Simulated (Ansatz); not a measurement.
# CCSDT(Q)/STO-3G run of AlHCl2 (SMILES [H][Al]([Cl])[Cl])

What is the electronic atomisation energy of AlHCl2 at CCSDT(Q)/STO-3G? 

The calculation is run with Ansatz 0.2.0.

59 further runs of the same task are left out: 4 that didn't finish, 55 set aside as unsound or not needed.

### Step 1. The structure to begin with

The species is AlHCl2 (4 atoms), meant as a singlet with charge 0. As SMILES, `[H][Al]([Cl])[Cl]`. Geometry: a GFN2-xTB relaxation, a rough one for these elements and not checked as a minimum.

Bond lengths: Al1–Cl2 2.022 Å, Al1–Cl3 2.023 Å, Al1–H4 1.522 Å. Angles: Cl2–Al1–Cl3 124.1°, Cl2–Al1–H4 118.0°, Cl3–Al1–H4 117.9°.

### Step 2. A single-point energy at CCSDT(Q)/STO-3G

input.yaml reads:

```yaml
crystal:
  periodic: [false, false, false]
  atoms:
    - {symbol: Al, position_ang: [-0.047750, -0.080660, -0.000420]}
    - {symbol: Cl, position_ang: [1.971850, -0.182600, 0.014280]}
    - {symbol: Cl, position_ang: [-1.095680, 1.649890, -0.015830]}
    - {symbol: H, position_ang: [-0.828410, -1.386630, 0.001980]}
basis:
  gaussian:
    orbitals: STO-3G
magnetization:
  spin_polarized: false
correlation:
  method: ccsdt_q
  frozen_orbitals: {Al: 5, Cl: 5, H: 0}
accuracy: high
scf:
  omitted_lower_state_checks: [cluster_reference, increment]
```

Run with:

```
ansatz run input.yaml --threads 1 --pin off --max-ram 2610MiB --events-out events.jsonl --progress --plain --runs-dir runs
```

What it wrote:

```text
Warning: RAYON_NUM_THREADS=1 ignored (pool sized by the plan → 1); use --threads N
[... 11 lines left out ...]
15 core orbitals not correlated: weight in the atoms' cores, before any rotation towards them, 0.999 or more for the frozen orbitals, at most 0.000 for the correlated occupied ones
[... 22 lines left out ...]
Total energy: -31265.24256633 eV, -1148.9764719702 hartree
Checks for a lower state left out: cluster_reference, increment
```

Run time: 0.4 s. Hardware: 1 thread of Arm Neoverse V1, shared host.

### Step 3. The Al atom at the same level

input.yaml reads:

```yaml
crystal:
  periodic: [false, false, false]
  atoms:
    - {symbol: Al, position_ang: [0.000000, 0.000000, 0.000000]}
basis:
  gaussian:
    orbitals: STO-3G
correlation:
  method: ccsdt_q
  frozen_orbitals: {Al: 5}
magnetization:
  spin_polarized: true
  initial_magnetization: 1
accuracy: high
scf:
  omitted_lower_state_checks: [cluster_reference, increment]
```

Run the same way, it converges to -238.88392 Eh (log not shown).

### Step 4. The Cl atom, same level

in.yaml reads:

```yaml
crystal:
  periodic: [false, false, false]
  atoms:
    - {symbol: Cl, position_ang: [0.000000, 0.000000, 0.000000]}
basis:
  gaussian:
    orbitals: STO-3G
correlation:
  method: ccsdt_q
  frozen_orbitals: {Cl: 5}
accuracy: high
magnetization:
  spin_polarized: true
  initial_magnetization: 1
scf:
  omitted_lower_state_checks: [cluster_reference, increment]
```

Run the same way, it converges to -454.54219 Eh (log not shown).

### Step 5. The H atom: a single-point energy at UHF/STO-3G

input.yaml reads:

```yaml
crystal:
  periodic: [false, false, false]
  atoms:
    - {symbol: H, position_ang: [0.000000, 0.000000, 0.000000]}
basis:
  gaussian: {orbitals: STO-3G}
magnetization: {spin_polarized: true, initial_magnetization: 1}
hamiltonian: {xc: hf}
accuracy: high
```

Run the same way, it converges to -0.46658 Eh (log not shown).

### Step 6. What came out

At CCSDT(Q)/STO-3G, 15 core orbitals frozen:

```
                                              quantity           value
                                molecule: total energy  -1148.97647 Eh
molecule: correlation energy (15 core orbitals frozen)       -43.0 mEh
                               molecule: T1 diagnostic           0.007
                                 Al atom: total energy   -238.88392 Eh
  Al atom: correlation energy (5 core orbitals frozen)       -25.6 mEh
            Al atom: ⟨S²⟩ of the reference determinant           0.750
                                Al atom: T1 diagnostic           0.000
                                 Cl atom: total energy   -454.54219 Eh
  Cl atom: correlation energy (5 core orbitals frozen)         0.0 mEh
            Cl atom: ⟨S²⟩ of the reference determinant           0.750
                                Cl atom: T1 diagnostic           0.000
                                  H atom: total energy     -0.46658 Eh
                                          H atom: ⟨S²⟩           0.750
                         electronic atomisation energy       14.737 eV
```

Taking the molecule apart into free atoms costs 14.74 eV (1422 kJ/mol), before zero-point energy and without spin-orbit coupling. In a minimal basis such a difference can be off by several eV, whatever the method.
